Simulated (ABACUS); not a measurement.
Crystal: Ta3AsAu2O13.

```
CELL_PARAMETERS angstrom
5.72385 -0.00745 -0.00403
1.30279 6.25499 0.00561
0.27574 1.30074 8.36754
ATOMIC_POSITIONS crystal
Ta 0.21713 0.30521 0.58431
Ta 0.03325 0.11123 0.99855
Ta 0.58248 0.62145 0.50482
As 0.58707 0.89691 0.83049
Au 0.58004 0.09228 0.18613
Au 0.04485 0.82077 0.44682
O 0.66201 0.69726 0.71088
O 0.51632 0.13418 0.69625
O 0.85098 0.88773 0.91932
O 0.34466 0.87003 0.94651
O 0.73015 0.29240 0.03095
O 0.24622 0.21809 0.11075
O 0.12900 0.09398 0.49104
O 0.48032 0.38887 0.43499
O 0.05966 0.26685 0.78594
O 0.93330 0.53240 0.45645
O 0.49975 0.85161 0.34971
O 0.25256 0.62988 0.62473
O 0.91878 0.95175 0.22636
```

The cell was built by a generator and needn't be a form met in nature.

Base run:

| Quantity | Value |
| --- | --- |
| Program | ABACUS 3.10.1 |
| Functional | PBE |
| Potentials or basis | PseudoDojo NC SR 0.4.1 PBE standard |
| Cutoff | 1143 eV |
| Density cutoff | 4572 eV |
| Basis | plane waves |
| k mesh | 5 × 5 × 4 |
| Occupations | fermi-dirac, width 0.05 eV |
| Spin | no spin polarisation |

Its results: band gap on the k mesh 1.27 eV, indirect (least direct gap 1.33 eV); pressure -0.7 GPa; largest force 0.158 eV/Å.

Problem. The run is repeated on the same cell with these changes: cutoff from 1143 eV to 1361 eV; density cutoff from 4572 eV to 5442 eV; basis from plane waves to DZP LCAO (the cutoffs set its grid). What comes out?

Solution. Band gap on the k mesh 1.21 eV, indirect (least direct gap 1.26 eV); pressure 2.0 GPa; largest force 0.993 eV/Å.

Caveats: spin-orbit coupling is left out, which moves the levels of the heavy elements; an odd mesh through Γ misses points on the zone boundary, where band edges often lie; there are fewer bands than atomic start orbitals, so a level may be missed at k points of high symmetry (some runs); the atomic orbitals were generated for these runs and aren't a published set (some runs); the basis of atomic orbitals isn't converged, which shifts pressures, moduli and gaps (some runs).

Not every run made on this cell is shown here.
